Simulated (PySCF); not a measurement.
# One shape, several levels: CH6GeN2 (SMILES [H]/N=[CH]/[GeH2][NH2])

We compute a comparison of 3 runs (HF/def2-SVP, MP2/def2-TZVP, CCSD(T)/6-31G*) of CH6GeN2. The job is set up through a Python script.

Program for the calculation: PySCF 2.14.0.

### 1 The molecule

CH6GeN2 has 10 atoms, charge 0, and is taken as a singlet. As SMILES, `[H]/N=[CH]/[GeH2][NH2]`. Geometry: a GFN2-xTB relaxation, a rough one for these elements and not checked as a minimum. This is one conformer, not always the lowest.

Bond lengths: N1–C2 1.254 Å, C2–Ge3 1.987 Å, Ge3–N4 1.814 Å, N1–H5 1.023 Å, C2–H6 1.105 Å, Ge3–H7 1.496 Å, Ge3–H8 1.495 Å, N4–H9 1.010 Å, N4–H10 1.011 Å. Some angles: N1–C2–Ge3 119.0°, C2–Ge3–N4 113.6°, N1–C2–H6 123.0°, Ge3–C2–H6 118.0°, C2–N1–H5 116.0°, C2–Ge3–H7 110.7°, C2–Ge3–H8 110.8°, N4–Ge3–H7 105.6°, N4–Ge3–H8 106.0°, Ge3–N4–H9 117.4°.

### 2 Energy and forces at HF/def2-SVP (run 1)

The input, input.py:

```python
import pyscf.grad
from pyscf import gto

mol = gto.Mole()
mol.atom = '''
N   -0.988280   2.096010   0.254710
C   -0.549340   1.084880  -0.343900
Ge   0.196410  -0.417410   0.721400
N    0.880290  -1.757740  -0.291600
H   -1.362310   2.840620  -0.338080
H   -0.555930   0.987610  -1.444730
H   -0.867400  -1.050540   1.560640
H    1.317570   0.054430   1.590250
H    0.233150  -2.288800  -0.857350
H    1.695840  -1.549060  -0.851340
'''
mol.max_memory = 1860
mol.basis = 'def2-svp'
mol.verbose = 4
mol.build()

calc0 = mol.RHF()
calc0.conv_tol = 1e-10
calc0.kernel()
if not calc0.converged:
    calc0 = calc0.newton().run(calc0.mo_coeff, calc0.mo_occ)

e_tot = calc0.e_tot
print('E(%s) = %.9f' % ('HF', e_tot))
grad = calc0.Gradients().kernel()
calc0.analyze()
```

Command:

```
OMP_NUM_THREADS=1 python input.py
```

The log of the run:

```text
PySCF version 2.14.0

[... 68 lines left out ...]
converged SCF energy = -2225.220349337
[... 24 lines left out ...]
MO #4   energy= -46.2197968796617  occ= 2
[... 9 lines left out ...]
MO #14  energy= -1.63136905421708  occ= 2
[... 9 lines left out ...]
MO #24  energy= -0.546649733895709 occ= 2
[... 9 lines left out ...]
MO #34  energy= 0.231845748435157  occ= 0
[... 9 lines left out ...]
MO #44  energy= 0.563704853921784  occ= 0
[... 9 lines left out ...]
MO #54  energy= 0.927983850700733  occ= 0
[... 9 lines left out ...]
MO #64  energy= 1.25988874824825   occ= 0
[... 9 lines left out ...]
MO #74  energy= 1.9212614549907    occ= 0
[... 9 lines left out ...]
MO #84  energy= 2.36267893069672   occ= 0
[... 9 lines left out ...]
MO #94  energy= 2.98304703590856   occ= 0
[... 9 lines left out ...]
MO #104 energy= 3.78562141434468   occ= 0
[... 78 lines left out ...]
pop of  4 H 2px           0.00084
pop of  4 H 2py           0.00172
pop of  4 H 2pz           0.00103
pop of  5 H 1s            0.93450
pop of  5 H 2s            0.00932
pop of  5 H 2px           0.00006
pop of  5 H 2py           0.00014
pop of  5 H 2pz           0.00213
pop of  6 H 1s            1.11838
pop of  6 H 2s            0.00235
pop of  6 H 2px           0.00203
pop of  6 H 2py           0.00085
pop of  6 H 2pz           0.00136
pop of  7 H 1s            1.11675
pop of  7 H 2s            0.00242
pop of  7 H 2px           0.00238
pop of  7 H 2py           0.00042
pop of  7 H 2pz           0.00146
pop of  8 H 1s            0.78794
pop of  8 H 2s            0.00963
pop of  8 H 2px           0.00090
pop of  8 H 2py           0.00182
pop of  8 H 2pz           0.00110
pop of  9 H 1s            0.78811
pop of  9 H 2s            0.00960
pop of  9 H 2px           0.00176
pop of  9 H 2py           0.00096
pop of  9 H 2pz           0.00109
 ** Mulliken atomic charges  **
charge of    0N =     -0.36884
charge of    1C =     -0.13073
charge of    2Ge =      0.80280
charge of    3N =     -0.70232
charge of    4H =      0.19655
charge of    5H =      0.05385
charge of    6H =     -0.12496
charge of    7H =     -0.12342
charge of    8H =      0.19860
charge of    9H =      0.19847
Dipole moment(X, Y, Z, Debye): -0.07910, -0.01279, -2.97812
```

Wall time 29 s (1 thread of Intel Xeon at 2.50GHz (Skylake/Cascade Lake), shared host); peak memory 0.23 GiB.

### 3 Energy and forces at MP2/def2-TZVP (run 2)

The input, run.py:

```python
import pyscf.grad
from pyscf import gto, scf, mp

system = gto.Mole()
system.atom = '''
N   -0.988280   2.096010   0.254710
C   -0.549340   1.084880  -0.343900
Ge   0.196410  -0.417410   0.721400
N    0.880290  -1.757740  -0.291600
H   -1.362310   2.840620  -0.338080
H   -0.555930   0.987610  -1.444730
H   -0.867400  -1.050540   1.560640
H    1.317570   0.054430   1.590250
H    0.233150  -2.288800  -0.857350
H    1.695840  -1.549060  -0.851340
'''
system.max_memory = 1860
system.verbose = 4
system.spin = 0
system.charge = 0
system.basis = 'def2-tzvp'
system.build()

mf = scf.RHF(system)
mf.conv_tol = 1e-10
mf.kernel()
if not mf.converged:
    mf = mf.newton().run(mf.mo_coeff, mf.mo_occ)

pt = mp.MP2(mf, frozen=12).run()
e_tot = pt.e_tot
print('E = %.10f Eh' % e_tot)
grad = pt.Gradients().kernel()
dip = mf.dip_moment()
pop, q = mf.mulliken_pop()
```

Command:

```
OMP_NUM_THREADS=1 python run.py
```

The log of the run:

```text
PySCF version 2.14.0

[... 68 lines left out ...]
converged SCF energy = -2225.66266065593
[... 17 lines left out ...]
Dipole moment(X, Y, Z, Debye): -0.04410, -0.09573, -2.88625
[... 149 lines left out ...]
pop of  5 H 2s            0.50307
pop of  5 H 3s            0.11896
pop of  5 H 2px           0.00269
pop of  5 H 2py           0.00288
pop of  5 H 2pz           0.01574
pop of  6 H 1s            0.23782
pop of  6 H 2s            0.57586
pop of  6 H 3s            0.20431
pop of  6 H 2px           0.00377
pop of  6 H 2py           0.00195
pop of  6 H 2pz           0.00289
pop of  7 H 1s            0.23777
pop of  7 H 2s            0.57569
pop of  7 H 3s            0.20231
pop of  7 H 2px           0.00428
pop of  7 H 2py           0.00131
pop of  7 H 2pz           0.00304
pop of  8 H 1s            0.25991
pop of  8 H 2s            0.40784
pop of  8 H 3s            0.05154
pop of  8 H 2px           0.01162
pop of  8 H 2py           0.01468
pop of  8 H 2pz           0.01308
pop of  9 H 1s            0.25970
pop of  9 H 2s            0.40784
pop of  9 H 3s            0.05170
pop of  9 H 2px           0.01653
pop of  9 H 2py           0.00982
pop of  9 H 2pz           0.01296
 ** Mulliken atomic charges  **
charge of    0N =     -0.39693
charge of    1C =     -0.16915
charge of    2Ge =      0.57548
charge of    3N =     -0.75330
charge of    4H =      0.21977
charge of    5H =      0.09239
charge of    6H =     -0.02660
charge of    7H =     -0.02440
charge of    8H =      0.24132
charge of    9H =      0.24144
```

Wall time 5.3 min (1 thread of Intel Xeon at 2.50GHz (Skylake/Cascade Lake), shared host); peak memory 2.2 GiB.

### 4 The energy at CCSD(T)/6-31G(d) (spherical functions) (run 3)

The input, calc.py:

```python
# N=[CH][GeH2][NH2]
from pyscf import gto, scf, cc

mol = gto.M(
    atom='''
N   -0.988280   2.096010   0.254710
C   -0.549340   1.084880  -0.343900
Ge   0.196410  -0.417410   0.721400
N    0.880290  -1.757740  -0.291600
H   -1.362310   2.840620  -0.338080
H   -0.555930   0.987610  -1.444730
H   -0.867400  -1.050540   1.560640
H    1.317570   0.054430   1.590250
H    0.233150  -2.288800  -0.857350
H    1.695840  -1.549060  -0.851340
''',
    verbose=3,
    max_memory=1860,
    basis='6-31g*',
)

hf = scf.RHF(mol)
hf.conv_tol = 1e-10
hf.kernel()
if not hf.converged:
    hf = hf.newton().run(hf.mo_coeff, hf.mo_occ)

mycc = cc.CCSD(hf, frozen=12)
mycc.kernel()
e_t = mycc.ccsd_t()
e_tot = mycc.e_tot + e_t
print('E = %.10f Eh' % e_tot)
dip = hf.dip_moment()
pop, q = hf.mulliken_pop()
```

Command:

```
OMP_NUM_THREADS=1 python calc.py
```

The log of the run:

```text
converged SCF energy = -2225.29259068147
E(CCSD) = -2226.010680271455  E_corr = -0.7180895899888698
CCSD(T) correction = -0.0191636668161652
E = -2226.0298439383 Eh
Dipole moment(X, Y, Z, Debye): -0.08742, -0.01251, -3.06889
 ** Mulliken pop  **
pop of  0 N 1s            1.99794
pop of  0 N 2s            0.79846
pop of  0 N 3s            0.92202
pop of  0 N 2px           0.63123
pop of  0 N 2py           0.74793
pop of  0 N 2pz           0.95850
pop of  0 N 3px           0.49555
pop of  0 N 3py           0.35855
pop of  0 N 3pz           0.64236
pop of  0 N 3dxy          0.00642
pop of  0 N 3dyz          0.01786
pop of  0 N 3dz^2         0.00428
pop of  0 N 3dxz          0.00868
pop of  0 N 3dx2-y2       0.00582
pop of  1 C 1s            1.99768
pop of  1 C 2s            0.67846
pop of  1 C 3s            0.56133
pop of  1 C 2px           0.50452
pop of  1 C 2py           0.69276
pop of  1 C 2pz           0.70362
pop of  1 C 3px           0.34231
pop of  1 C 3py           0.22944
pop of  1 C 3pz           0.31012
pop of  1 C 3dxy          0.01022
pop of  1 C 3dyz          0.01441
pop of  1 C 3dz^2         0.02065
pop of  1 C 3dxz          0.00506
pop of  1 C 3dx2-y2       0.01001
pop of  2 Ge 1s           1.99996
pop of  2 Ge 2s           1.99964
pop of  2 Ge 3s           2.00068
pop of  2 Ge 4s           1.06769
pop of  2 Ge 5s           0.01334
pop of  2 Ge 2px          1.99979
pop of  2 Ge 2py          1.99973
pop of  2 Ge 2pz          1.99978
pop of  2 Ge 3px          1.99820
pop of  2 Ge 3py          1.99830
pop of  2 Ge 3pz          1.99812
pop of  2 Ge 4px          0.72905
pop of  2 Ge 4py          0.62049
pop of  2 Ge 4pz          0.65515
pop of  2 Ge 5px          0.07334
pop of  2 Ge 5py          0.02605
pop of  2 Ge 5pz          0.04348
pop of  2 Ge 3dxy         1.38059
pop of  2 Ge 3dyz         1.38253
pop of  2 Ge 3dz^2        1.37750
pop of  2 Ge 3dxz         1.38043
pop of  2 Ge 3dx2-y2      1.37854
pop of  2 Ge 4dxy         0.59130
pop of  2 Ge 4dyz         0.59086
pop of  2 Ge 4dz^2        0.59232
pop of  2 Ge 4dxz         0.59099
pop of  2 Ge 4dx2-y2      0.59205
pop of  2 Ge 5dxy         0.08606
pop of  2 Ge 5dyz         0.09989
pop of  2 Ge 5dz^2        0.04840
pop of  2 Ge 5dxz         0.10176
pop of  2 Ge 5dx2-y2      0.06449
pop of  3 N 1s            1.99763
pop of  3 N 2s            0.75366
pop of  3 N 3s            0.88942
pop of  3 N 2px           0.76290
pop of  3 N 2py           0.84256
pop of  3 N 2pz           0.85035
pop of  3 N 3px           0.54276
pop of  3 N 3py           0.67798
pop of  3 N 3pz           0.66251
pop of  3 N 3dxy          0.00525
pop of  3 N 3dyz          0.00522
pop of  3 N 3dz^2         0.00063
pop of  3 N 3dxz          0.01324
pop of  3 N 3dx2-y2       0.00310
pop of  4 H 1s            0.50458
pop of  4 H 2s            0.15797
pop of  5 H 1s            0.52807
pop of  5 H 2s            0.31707
pop of  6 H 1s            0.49120
pop of  6 H 2s            0.53566
pop of  7 H 1s            0.49114
pop of  7 H 2s            0.53332
pop of  8 H 1s            0.49525
pop of  8 H 2s            0.14326
pop of  9 H 1s            0.49501
pop of  9 H 2s            0.14358
 ** Mulliken atomic charges  **
charge of    0N =     -0.59559
charge of    1C =     -0.08059
charge of    2Ge =      0.51949
charge of    3N =     -1.00722
charge of    4H =      0.33745
charge of    5H =      0.15486
charge of    6H =     -0.02685
charge of    7H =     -0.02446
charge of    8H =      0.36149
charge of    9H =      0.36142
```

It took 45 s on 1 thread of Intel Xeon at 2.50GHz (Skylake/Cascade Lake), shared host; peak memory 0.44 GiB.

### 5 All runs side by side

```csv
run,level,frozen core orbitals,task,energy (Eh),dipole moment (D) of the reference,HOMO energy (eV),LUMO energy (eV),wall time
1,HF/def2-SVP,–,gradient,-2225.220349,2.98,-10.03,3.54,29 s
2,MP2/def2-TZVP,12,gradient,-2226.481246,2.89,-10.15,3.13,5.3 min
3,CCSD(T)/6-31G* (spherical functions),12,energy,-2226.029844,3.07,-9.97,3.73,45 s
```

### 6 Results

| quantity | value |
| --- | --- |
| run 3: total energy | -2226.02984 Eh |
| run 3: dipole moment (Hartree–Fock density) | 3.07 D |
| run 3: HOMO energy (Hartree–Fock orbitals) | -9.97 eV |
| run 3: LUMO energy (Hartree–Fock orbitals) | 3.73 eV |
| run 3: HOMO–LUMO gap (Hartree–Fock orbitals) | 13.70 eV |
| run 3: correlation energy (12 core orbitals frozen) | -737.3 mEh |
| run 3: (T) correction | -19.16 mEh |
| run 3: T1 diagnostic | 0.011 |

All runs together took 6.5 min, the longest 5.3 min.
